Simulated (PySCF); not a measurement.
# ZrBr₂: relaxation and vibrations of the triplet

The task is one start of a wider search on ZrBr₂: the triplet, from a bent start. It is relaxed, tested by its Hessian and followed downhill if it is a saddle.

Method: PBE0, basis Zr def2-TZVP with ECP28, Br def2-TZVP, scalar-relativistic core potentials, no spin–orbit coupling, density fitting; program: PySCF 2.14.0.

**1. Starting geometry**

3 atoms, charge 0, spin multiplicity 3.

Bond lengths: Zr1–Br2 2.680 Å, Zr1–Br3 2.680 Å. Angles: Br2–Zr1–Br3 110.0°.

Coordinates in bohr (charge 0 multiplicity 3):
```
Zr    0.0000    0.0000    0.0000
Br    4.1485    0.0000    2.9049
Br   -4.1485    0.0000    2.9049
```

**2. The SCF at the typed geometry**

The steps below are one call of a driver around PySCF. For each, scf.py gives the equivalent set-up of the SCF; relaxations use the driver's own optimiser. After this first run the driver tries any further starts and a stability analysis.

scf.py reads:

```python
from pyscf import gto, scf, dft
mol = gto.M(atom='''
Zr     0.000000     0.000000     0.000000
Br     2.195300     0.000000     1.537200
Br    -2.195300     0.000000     1.537200''',
    basis={'Zr': 'def2-TZVP', 'Br': 'def2-TZVP'},
    ecp={'Zr': 'def2-TZVP'},
    charge=0, spin=2)
mf = dft.UKS(mol, xc='PBE0')
mf.grids.atom_grid = (50, 194)
aux = {'Zr': 'def2-universal-JKFIT', 'Br': 'def2-universal-JKFIT'}
mf = mf.density_fit(auxbasis=aux)
mf.conv_tol = 1e-08
mf.diis_space = 10
mf.max_cycle = 60
mf.init_guess = 'minao'
mf.verbose = 4
mf.kernel()
```

Started as:

```bash
OMP_NUM_THREADS=4 python axn.py task.json out
```

The runs that follow: Relaxing the triplet from the bent start; Frequencies.

**Question.** What will these runs give? Wanted: minimum; geometry; wavenumbers; dipole moment; highest occupied, lowest empty level; polar-tensor charge of Zr1; zero-point energy; atomisation energy; ⟨S²⟩.

**Answer**, as computed:

```
                                          quantity                                value
                                           minimum                         triplet, C2v
                                          geometry  Zr–Br 2.503 Å (×2); Br–Zr–Br 148.9°
                                wavenumbers (cm⁻¹)          29 (a1), 228 (a1), 312 (b2)
                                     dipole moment                               1.48 D
highest occupied, lowest empty level (either spin)                      -5.84, -2.93 eV
                        polar-tensor charge of Zr1                              +1.16 e
                                 zero-point energy                           3.4 kJ/mol
                               entropy at 298.15 K                      338.2 J/(mol K)
         atomisation energy (no zero-point energy)                           891 kJ/mol
                                              ⟨S²⟩                                2.007
```

The molecule stays C2v, as typed, and the end point is a minimum. The strongest infrared band lies at 312 cm⁻¹ (b2, stretch). Most of the spin sits on Zr1 (Mulliken spin 2.10, against 2 for the whole molecule). Only this shape and spin were tried, so other structures or states may lie lower. One determinant may miss the lowest occupation of an open d or f shell.
